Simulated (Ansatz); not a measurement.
# AlBrH6NSbSi: the cost of one run

Program: Ansatz 0.2.0. Level of theory: RKS B3LYP-D4/def2-SVP. These are calculated values, not measurements.

**1. Starting point**

Bond lengths: N1–Al2 1.859 Å, Al2–Sb3 2.621 Å, Al2–Si4 2.367 Å, Si4–Br5 2.280 Å, N1–H6 1.079 Å, N1–H7 1.069 Å, Sb3–H8 1.698 Å, Sb3–H9 1.793 Å, Si4–H10 1.394 Å, Si4–H11 1.510 Å. Angles (14 of 15 angles, heavy atoms first): N1–Al2–Sb3 118.9°, N1–Al2–Si4 121.6°, Sb3–Al2–Si4 119.4°, Al2–Si4–Br5 108.5°, Al2–N1–H6 109.6°, Al2–N1–H7 107.4°, Al2–Sb3–H8 92.5°, Al2–Sb3–H9 92.5°, Al2–Si4–H10 111.1°, Al2–Si4–H11 106.4°, Br5–Si4–H10 111.6°, Br5–Si4–H11 106.6°, H6–N1–H7 101.4°, H8–Sb3–H9 95.8°.

Structure file:

```xyz
11

N    -0.6967    1.4912    1.2064
Al    0.1518    0.0689    0.3618
Sb    1.1678   -1.8523    1.8266
Si    0.3971   -0.0098   -1.9909
Br   -0.6893    1.7812   -2.8902
H    -0.2649    2.4216    0.8713
H    -1.6846    1.5599    0.8029
H    -0.0286   -2.9556    1.3438
H     0.3124   -1.2902    3.2984
H     1.7429   -0.0299   -2.3538
H    -0.3425   -1.2420   -2.4557
```

**2. End point A**

Contents of input.yaml:

```yaml
crystal:
  periodic: [false, false, false]
  atoms:
    - { symbol: "N", position_ang: [-0.6967, 1.4912, 1.2064] }
    - { symbol: Al, position_ang: [0.1518, 0.0689, 0.3618] }
    - { symbol: Sb, position_ang: [1.1678, -1.8523, 1.8266] }
    - { symbol: Si, position_ang: [0.3971, -0.0098, -1.9909] }
    - { symbol: Br, position_ang: [-0.6893, 1.7812, -2.8902] }
    - { symbol: H, position_ang: [-0.2649, 2.4216, 0.8713] }
    - { symbol: H, position_ang: [-1.6846, 1.5599, 0.8029] }
    - { symbol: H, position_ang: [-0.0286, -2.9556, 1.3438] }
    - { symbol: H, position_ang: [0.3124, -1.2902, 3.2984] }
    - { symbol: H, position_ang: [1.7429, -0.0299, -2.3538] }
    - { symbol: H, position_ang: [-0.3425, -1.242, -2.4557] }
basis:
  gaussian: { orbitals: def2-SVP }
hamiltonian:
  xc: b3lyp
  dispersion: d4
relax:
  f_tol: 0.015
  max_steps: 40
```

The run is started by

```console
> ansatz run input.yaml --threads 2 --pin off --max-ram 3072MiB --backend cpu --events-out ev --progress --plain --runs-dir out
```

What time and memory should one allow on 2 threads of Intel Xeon Platinum 8488C (Sapphire Rapids), shared host?

About 3.4 min, with a peak of 0.43 GiB.
